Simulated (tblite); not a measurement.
# C6H12SSi2: the cost of one run

Programs: tblite 0.8.0 and PySCF 2.14.0, with density-fitted response routines of our own. Each step states its level of theory. These are calculated values for one molecule in the gas phase, unless marked as measured. Atoms are numbered from 0 throughout.

### 1 Starting geometry

21 atoms, charge 0, multiplicity 1; geometry from: force field or distance geometry start.

Bonds of the start (Å): C0–C1 1.22, C1–Si2 1.80, Si2–S3 2.13, S3–Si4 2.16, Si4–C5 1.86, Si4–C6 1.84, C6–C7 1.48, C7–C8 1.34, C0–H9 1.06, Si2–H10 1.47, Si2–H11 1.48, Si4–H12 1.46, C5–H13 1.12, C5–H14 1.11, C5–H15 1.11, C6–H16 1.12, C6–H17 1.13, C7–H18 1.10, C8–H19 1.09, C8–H20 1.09.

### 2 Relaxing the molecule with GFN2-xTB

What the job is given:

```
{"job": {"kind": "relax", "xc": "GFN2-xTB", "basis": "xTB"}, "charge": 0, "multiplicity": 1}
C      5.086900    -0.021600     1.387200
C      4.281800    -0.156600     0.486600
Si     3.084600    -0.395900    -0.829900
S      1.331100    -1.370200    -0.118500
Si    -0.354800    -0.092500    -0.536600
C     -0.032800     1.493600     0.386400
C     -1.905500    -0.826900     0.122400
C     -3.148200    -0.310400    -0.498900
C     -4.105100     0.303500     0.211000
H      5.762500     0.101800     2.194400
H      2.748300     0.924600    -1.380100
H      3.715300    -1.215700    -1.890600
H     -0.405500     0.162800    -1.977700
H      1.048600     1.774900     0.324600
H     -0.285500     1.340300     1.459400
H     -0.666300     2.302800    -0.041300
H     -1.978500    -0.547200     1.206500
H     -1.917300    -1.955700     0.111100
H     -3.264600    -0.462100    -1.578500
H     -4.012900     0.465100     1.285600
H     -4.991000     0.657000    -0.323500
```

On the command line:

```console
> OMP_NUM_THREADS=1 python probes_run.py task.json out
```

This one command runs all jobs of the session in turn.

Q: Estimate the wall time of this first job on 1 thread of Arm Neoverse N1, shared host.

About 3.6 s.
